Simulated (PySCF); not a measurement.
# UTPSSh/def2-SVP run of SiNH5Se+ (SMILES [NH2+][SiH2][SeH])

What is the vertical doublet–quartet gap of SiNH5Se+ at UTPSSh/def2-SVP? The job is set up through a Python script.

The calculation is run with PySCF 2.14.0.

## Step 1: Starting point

SiNH5Se+ has 8 atoms, charge +1, and is taken as a doublet. SMILES: `[NH2+][SiH2][SeH]`. Geometry: a GFN2-xTB relaxation, a rough one for these elements and not checked as a minimum. This is one conformer, not always the lowest.

Bond lengths: N1–Si2 1.690 Å, Si2–Se3 2.602 Å, N1–H4 1.011 Å, N1–H5 1.011 Å, Si2–H6 1.452 Å, Si2–H7 1.452 Å, Se3–H8 1.450 Å. Angles: N1–Si2–Se3 104.4°, N1–Si2–H6 112.8°, N1–Si2–H7 114.7°, Se3–Si2–H6 97.4°, Se3–Si2–H7 96.1°, Si2–N1–H4 124.2°, Si2–N1–H5 124.3°, Si2–Se3–H8 97.0°, H6–Si2–H7 125.1°, H4–N1–H5 111.0°.

## Step 2: A single-point energy at UTPSSh/def2-SVP

Input file calc.py:

```python
from pyscf import gto, dft

system = gto.M(
    atom='''
N     -0.876260     0.357030    -0.792440
Si     0.560870     0.643760     0.049190
Se     1.145560    -1.649270     1.132110
H     -0.918800     0.017130    -1.744090
H     -1.793540     0.624830    -0.462260
H      0.353190     1.385190     1.280410
H      1.745760     0.728080    -0.785180
H     -0.216790    -2.106740     1.322270
''',
    verbose=3,
    spin=1,
    max_memory=1860,
    basis='def2-svp',
    charge=1,
)

mf = dft.UKS(system, xc='tpssh')
mf.conv_tol = 1e-10
mf.grids.level = 6
mf.kernel()
if not mf.converged:
    mf = mf.newton().run(mf.mo_coeff, mf.mo_occ)

e_tot = mf.e_tot
print('Final energy', e_tot)
```

Command:

```sh
$ OMP_NUM_THREADS=1 python calc.py
```

What it wrote:

```text
converged SCF energy = -2748.06412501108  <S^2> = 0.75349713  2S+1 = 2.0034941
Final energy -2748.0641250110843
```

Run time: 3.8 min. Hardware: 1 thread of Arm Neoverse V1, shared host; peak memory 0.52 GiB.

## Step 3: The quartet, same level

Input file run.py:

```python
from pyscf import gto, dft

mol = gto.Mole()
mol.atom = '''
N     -1.655891     0.674689    -1.497495
Si     1.059891     1.216530     0.092956
Se     2.164795    -3.116669     2.139378
H     -1.736280     0.032371    -3.295852
H     -3.389299     1.180758    -0.873545
H      0.667432     2.617630     2.419624
H      3.299008     1.375872    -1.483775
H     -0.409674    -3.981162     2.498728
'''
mol.spin = 3
mol.charge = 1
mol.unit = 'bohr'
mol.basis = 'def2-svp'
mol.verbose = 3
mol.max_memory = 1860
mol.build()

mf = dft.UKS(mol)
mf.xc = 'tpssh'
mf.conv_tol = 1e-10
mf.grids.level = 6
mf.kernel()
if not mf.converged:
    mf = mf.newton().run(mf.mo_coeff, mf.mo_occ)

e_tot = mf.e_tot
print('E = %.10f Eh' % e_tot)
```

Command:

```sh
$ OMP_NUM_THREADS=1 python run.py
```

What it wrote:

```text
WARN: HOMO -0.0559795903930245 >= LUMO -0.290054186752986

WARN: HOMO -0.286101296638699 >= LUMO -0.482772018202328

WARN: HOMO -0.279836402902702 >= LUMO -0.428977147365147

WARN: HOMO -0.255694457363396 >= LUMO -0.414361095446234

WARN: HOMO -0.26067921062633 >= LUMO -0.41547845532358

WARN: HOMO -0.26207437769369 >= LUMO -0.410549985483952

WARN: HOMO -0.262377595866459 >= LUMO -0.411580382075826

WARN: HOMO -0.262402486156402 >= LUMO -0.411467710188768

WARN: HOMO -0.262372911206015 >= LUMO -0.411447796022198

WARN: HOMO -0.262351777850424 >= LUMO -0.411445608108662

WARN: HOMO -0.26235057222564 >= LUMO -0.411457508622075

WARN: HOMO -0.262358465653938 >= LUMO -0.411467083421148

WARN: HOMO -0.262353275320789 >= LUMO -0.411465377349337

WARN: HOMO -0.262353586234483 >= LUMO -0.411467059767662

WARN: HOMO -0.262353824657839 >= LUMO -0.411467636839905

WARN: HOMO -0.262353534097164 >= LUMO -0.411467181946997

converged SCF energy = -2747.87846178189  <S^2> = 3.7585888  2S+1 = 4.0042921
E = -2747.8784617819 Eh
```

It took 3.1 min on 1 thread of Arm Neoverse V1, shared host; peak memory 0.52 GiB.

## Step 4: Summary of results

At UTPSSh/def2-SVP:

| quantity | value |
| --- | --- |
| doublet: total energy | -2748.06413 Eh |
| doublet: HOMO energy (highest over α and β) | -12.05 eV |
| doublet: LUMO energy (lowest over α and β) | -10.85 eV |
| doublet: ⟨S²⟩ | 0.753 |
| quartet: total energy | -2747.87846 Eh |
| quartet: HOMO energy (highest over α and β) | -7.14 eV |
| quartet: ⟨S²⟩ | 3.759 |
| vertical energy of the quartet above the doublet | 5.052 eV |

In words: At this shape the quartet lies 5.05 eV (487 kJ/mol) above the doublet. Mulliken charges (doublet) run from -0.34 on N1 to +0.54 on Si2; they depend strongly on the basis. Mulliken charges (quartet) run from -0.13 on N1 to +0.41 on Se3; they depend strongly on the basis.
